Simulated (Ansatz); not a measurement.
**CH4SSe (SMILES C[Se]S): single points off equilibrium**

The task here is to estimate one member of a computed series from the others.

Computed with Ansatz 0.2.0, Gaussian basis. Level: single points in def2-TZVPP.

Correlated methods freeze the cores. Filled d shells of the heavier atoms are correlated. B3LYP uses VWN-RPA correlation.

**Where the work starts**

SMILES `C[Se]S`, 7 atoms, charge 0, spin multiplicity 1.

Atoms are counted from 1 here; the program's logs count them from 0.

Bond lengths: C1–Se2 1.886 Å, C1–H4 0.995 Å, C1–H5 1.172 Å, C1–H6 1.230 Å, Se2–S3 2.121 Å, S3–H7 1.500 Å. Angles: Se2–C1–H4 110.3°, Se2–C1–H5 107.3°, Se2–C1–H6 108.2°, H4–C1–H5 118.8°, H4–C1–H6 109.1°, H5–C1–H6 102.5°, C1–Se2–S3 104.1°, Se2–S3–H7 93.6°.

As a file:

```
C    -0.87940    0.41110   -0.27610
Se    0.48570    0.40040    1.02450
S     2.08310   -0.63590    0.09000
H    -1.22140   -0.51110   -0.42530
H    -0.48110    1.02180   -1.19390
H    -1.79680    1.11910    0.13560
H     1.61940   -1.97920    0.57130
```

The first run:

File run/in.yaml:

```yaml
crystal:
  periodic: [false, false, false]
  atoms:
    - {symbol: C, position_ang: [-0.879400, 0.411100, -0.276100]}
    - {symbol: Se, position_ang: [0.485700, 0.400400, 1.024500]}
    - {symbol: S, position_ang: [2.083100, -0.635900, 0.090000]}
    - {symbol: H, position_ang: [-1.221400, -0.511100, -0.425300]}
    - {symbol: H, position_ang: [-0.481100, 1.021800, -1.193900]}
    - {symbol: H, position_ang: [-1.796800, 1.119100, 0.135600]}
    - {symbol: H, position_ang: [1.619400, -1.979200, 0.571300]}
basis:
  gaussian: {orbitals: def2-TZVPP}
correlation: {method: ccsd_t}
output: {forces: true}
```

The command line of these runs was not kept.

Among the steps run: CCSD(T)/def2-TZVPP; PBE0-D4/def2-TZVPP; wB97M-V/def2-TZVPP; r2SCAN-D4/def2-TZVPP; PBE-D4/def2-TZVPP; B3LYP-D4/def2-TZVPP; LC-wPBE/def2-TZVPP.

One of the session's tables, all rows but one given; the rest of the session is left out.

```
   method  RMS force component (eV/Å)  angle to CCSD(T) forces (°)  dipole (D)
  CCSD(T)                       2.224                    reference        1.63
  PBE0-D4                       2.218                          2.6        1.72
  wB97M-V                           ?                            ?           ?
r2SCAN-D4                       2.196                          1.9        1.74
   PBE-D4                       2.166                          3.8        1.65
 B3LYP-D4                       2.210                          1.9        1.64
  LC-wPBE                       2.272                          5.8        1.77
```

Q: Estimate the row for wB97M-V from the others.

The run gave: RMS force component (eV/Å): 2.220; angle to CCSD(T) forces (°): 1.8; dipole (D): 1.65. In the column «RMS force component (eV/Å)» it lies between PBE0-D4 (2.218) and CCSD(T) (2.224).
